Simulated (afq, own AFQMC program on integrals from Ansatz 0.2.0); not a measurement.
**The phosphorus atom (quartet): AFQMC on the coupled-cluster ladder, 6-31G**

The task here is to estimate one member of a computed series from the others.

Computed with Ansatz 0.2.0, Gaussian basis, and an in-house AFQMC program (afq) on its integrals; all values are calculated. Level: 6-31G, frozen cores.

To be run: Phaseless AFQMC, CISD trial on UHF; Phaseless AFQMC, single-determinant trial on UHF; Free-projection AFQMC, CISD trial on UHF.

## The atom

A free atom, in its lowest state of this spin that the program finds.

1 atom, charge 0, spin multiplicity 4.

The first run:

It reads the integrals that the CCSD(T) run on this determinant wrote.

The run is started by

```sh
$ afq ham --method phaseless --trial cisd --walkers 4000 --populations 20 --least-time 60 --time-step 0.005 --steps-per-block 50 --equilibration-blocks 28 --max-blocks 4000 --target-error 8e-05 --factor-cut 1e-05 --start spin_pure --seed 1774 --release-times 0.24,0.5,1,1.5 --release-step 0.02 --release-every 3 --taylor-order 6
```

Among the steps run: Phaseless AFQMC, CISD trial on UHF; Phaseless AFQMC, single-determinant trial on UHF; Free-projection AFQMC, CISD trial on UHF.

One table of the session follows, with a row left open; its other results are not shown here.

It belongs to the step «AFQMC on the ladder». On the UHF determinant, counted from full CI (exact for this spin and basis):

| level | from full CI (kcal/mol) |
| --- | --- |
| HF | +10.00 |
| MP2 | +2.82 |
| CCSD | ? |
| CCSD(T) | +0.02 |
| CCSDT(Q) | 0.00 |
| CCSDTQ | 0.00 |
| full CI | 0.00 |
| Phaseless AFQMC, CISD trial, step 0.005, 4000 walkers | 0.00 |
| Phaseless AFQMC, single-determinant trial, step 0.005, 4000 walkers | +0.19 |
| Free-projection AFQMC, CISD trial, step 0.03, 4000 walkers | 0.00 |

Q: Estimate the row for CCSD from the others.

The run gave: from full CI (kcal/mol): +0.08. In the column «from full CI (kcal/mol)» it lies between CCSD(T) (+0.02) and Phaseless AFQMC, single-determinant trial, step 0.005, 4000 walkers (+0.19).

To keep in mind: On UHF the phaseless walk with the CISD trial lies 0.00 kcal/mol from full CI, within three error bars.
